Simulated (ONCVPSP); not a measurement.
**Pseudopotential generation for cerium: ONCV, PBEsol**

Task: generate the file, and judge it by its errors in other configurations, its logarithmic derivatives, its ghosts and its cutoff.

The numbers are computed with ONCVPSP 4.0.1 (PBEsol, non-relativistic, spin-unpolarised reference atom).

**1. The atom and the settings**

The settings as typed:

| Item | Value |
| --- | --- |
| element | cerium (Ce, Z = 58) |
| type | optimised norm-conserving Vanderbilt (ONCV) |
| frozen core | [Kr] 4d10 |
| valence charge | 12 |
| reference configuration | 4f1 5s2 5p6 5d1 (charge +2) |
| partial waves | 5s: rc 2.65 bohr, ncon 3, nbas 6, qcut 4.6 1/bohr, 2 projectors, debl 1.6 Ha; 5p: rc 2.70 bohr, ncon 5, nbas 8, qcut 5.6 1/bohr, 3 projectors, debl 3.1 Ha; 5d: rc 3.85 bohr, ncon 4, nbas 9, qcut 4.5 1/bohr, 1 projector; 4f: rc 1.40 bohr, ncon 5, nbas 10, qcut 10.1 1/bohr, 2 projectors, debl 2.9 Ha |
| local potential | polynomial inside 1.25 bohr (lpopt 5, dvloc0 2 Ha) |
| core correction | not asked for |

An earlier all-electron run gives the scale for the radii.

All-electron outer shells of the reference configuration (PBEsol, non-relativistic, ld1.x):

| shell | level (eV) | outermost node (bohr) | outermost maximum (bohr) |
| --- | --- | --- | --- |
| 5s | -49.60 | 0.79 | 1.44 |
| 5p | -35.41 | 0.82 | 1.57 |
| 4f | -21.44 | – | 0.69 |
| 5d | -15.28 | 0.91 | 2.04 |
| 6s | -12.96 | 1.87 | 3.50 |
| 6p | -9.78 | 2.11 | 4.11 |

**2. The generation run**

Input file Ce.dat:

```
# ATOM AND REFERENCE CONFIGURATION
# atsym  z   nc   nv     iexc    psfile
  Ce 58.00    9    4  -116133      upf
#
#   n    l    f
    1    0    2.00
    2    0    2.00
    2    1    6.00
    3    0    2.00
    3    1    6.00
    3    2   10.00
    4    0    2.00
    4    1    6.00
    4    2   10.00
    4    3    1.00
    5    0    2.00
    5    1    6.00
    5    2    1.00
#
# PSEUDOPOTENTIAL AND OPTIMIZATION
# lmax
    3
#
#   l,   rc,      ep,       ncon, nbas, qcut
    0    2.65    0.00    3    6    4.60
    1    2.70    0.00    5    8    5.60
    2    3.85    0.00    4    9    4.50
    3    1.40    0.00    5   10   10.10
#
# LOCAL POTENTIAL
# lloc, lpopt,  rc(5),   dvloc0
    4    5    1.25    2.00
#
# VANDERBILT-KLEINMAN-BYLANDER PROJECTORs
# l, nproj, debl
    0    2    1.60
    1    3    3.10
    2    1    0.80
    3    2    2.90
#
# MODEL CORE CHARGE
# icmod, fcfact, rcfact
    0    0.00    0.00
#
# LOG DERIVATIVE ANALYSIS
# epsh1, epsh2, depsh
   -3.00    5.00    0.02
#
# OUTPUT GRID
# rlmax, drl
    6.00    0.01
#
# TEST CONFIGURATIONS
# ncnf
    4
# nvcnf
#   n    l    f
    5
    4    3    1.00
    5    0    2.00
    5    1    6.00
    5    2    1.00
    6    0    2.00
#
    5
    4    3    1.00
    5    0    2.00
    5    1    6.00
    5    2    1.00
    6    0    1.00
#
    4
    4    3    1.00
    5    0    2.00
    5    1    6.00
    5    2    0.00
#
    6
    4    3    1.00
    5    0    2.00
    5    1    6.00
    5    2    0.00
    6    0    2.00
    6    1    1.00
#
```

Command:

```
oncvpspnr.x < Ce.dat > Ce.out
```

**Question.** What will these runs give? Wanted: cutoffs for 1 and 0.1 mHa per electron, occupied waves; bound ghosts; GHOST(+) flags; largest test error; largest phase difference near zero energy, channels read; projector energies reset by the program.

As calculated:

| quantity | value |
| --- | --- |
| cutoffs for 1 and 0.1 mHa per electron, occupied waves | 141 Ha and 213 Ha |
| bound ghosts | s at -55.89 eV |
| GHOST(+) flags | p at 201 eV |
| largest test error (AE − PS) | +19 meV, for 4f1 5s2 5p6 5d0 |
| largest phase difference near zero energy, channels read | 0.023 rad |
| projector energies reset by the program | s: -1.823, 0.050 Ha |

**Reading.** A bound ghost (s) makes it unfit for use: electrons can fall into a state that the atom doesn't have. By total energies transferability is good: the largest error is 19 meV on 19.7 eV, for 4f1 5s2 5p6 5d0. Atomic tests can pass in spite of a ghost, since they solve only for the levels asked. The potential is very hard: the looser tolerance needs 141 Ha. At the looser tolerance the 4f wave is the slowest; 5p needs 10 Ha. Near zero energy the phases of the channels with partial waves agree within 0.023 rad. The pseudo curves have a pole with no partner nearby in the atom's: s at -2.05 Ha. The program also flags highly localised states, GHOST(+) (p). A non-relativistic atom is unphysical at this Z; the numbers test the scheme, not the element.
